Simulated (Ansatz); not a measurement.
This script makes an equation of state with a fit of LaTe, space group Fm-3m with the Python package of Ansatz (0.2.0).

`run_eos.py`
```python
'''Bulk modulus of LaTe from an E(V) curve.'''

import warnings

import ansatz as az
import numpy as np
from scipy.optimize import curve_fit

vectors0 = np.array([
    [0.0, 3.218, 3.218],
    [3.218, 0.0, 3.218],
    [3.218, 3.218, 0.0],
])
sites = [
    ('La', [0.0, 0.0, 0.0]),
    ('Te', [0.5, 0.5, 0.5]),
]


def make_crystal(cell):
    crystal = az.Crystal(lattice=az.Lattice.of(cell))
    for symbol, position in sites:
        crystal = crystal.atom(symbol, position)
    return crystal

def vinet(v, e0, v0, b0, b1):
    eta = (v / v0) ** (1 / 3)
    return e0 + 2 * b0 * v0 / (b1 - 1) ** 2 * (2 - (5 + 3 * b1 * (eta - 1) - 3 * eta) * np.exp(-1.5 * (b1 - 1) * (eta - 1)))


def main() -> None:
    warnings.simplefilter('ignore', az.DeckWarning)

    # scale the volume, keep shape and fractions
    volumes, energies = [], []
    for scale in np.linspace(0.9, 1.1, 9):
        cell = vectors0 * scale ** (1 / 3)
        model = (
            make_crystal(cell).calculation()
            .pseudopotentials('paw')
            .basis(16 * az.Ha)
            .functional(az.Functional.PBESOL)
            .occupations(az.OccupationsMethod.COLD, width=0.1)
            .kpoints(6, 6, 6)
        )
        rep = model.run().report
        volumes.append(abs(np.linalg.det(cell)) / len(sites))
        energies.append(rep['free_energy_ev'] / len(sites))
        print(f'V = {volumes[-1]:8.4f} A^3/atom  F = {energies[-1]:.5f} eV/atom')

    guess = (min(energies), volumes[int(np.argmin(energies))], 0.5, 4.5)
    (e0, v0, b0, b1), _ = curve_fit(vinet, np.array(volumes), np.array(energies), p0=guess, maxfev=20000)
    print(f'Vinet fit: V0 = {v0:.4f} A^3/atom, B0 = {160.21766 * b0:.1f} GPa, B1 = {b1:.2f}')
    print('largest residual', round(1000 * float(np.abs(vinet(np.array(volumes), e0, v0, b0, b1) - energies).max()), 3), 'meV/atom')


if __name__ == '__main__':
    main()
```

Its results, one of them left out:

| V (Å³/atom) | F less the lowest row shown (meV/atom) |
| --- | --- |
| 29.992 | ? |
| 30.825 | 20.67 |
| 31.658 | 5.48 |
| 32.491 | 0.00 |
| 33.324 | 2.93 |
| 34.157 | 13.17 |
| 34.990 | 29.73 |
| 35.823 | 51.79 |
| 36.656 | 78.58 |

What is the missing energy at 29.992 Å³ an atom?

A third-order Birch-Murnaghan fit, E = E0 + (9 V0 B0 / 16) [(t - 1)³ B' + (t - 1)² (6 - 4t)] with t = (V0/V)^(2/3), through the 8 rows shown gives V0 = 32.598 Å³, B0 = 62.1 GPa, B' = 4.59 and E0 = -0.07 meV. At V = 29.992 Å³, t = 1.05713, and the fit extrapolates to 47.08 meV. The run gave 47.02 meV, a miss of 0.06 meV.

Notes:
- The mesh is modest for a metal, so energies can be off by several to tens of meV an atom and pressures by half a GPa or more; differences at equal mesh fare better.
- The structure is a deposited one; some such entries were measured under pressure or heat, so a shift against it needn't be the functional's error alone.
- Cost: about 10 core-seconds.
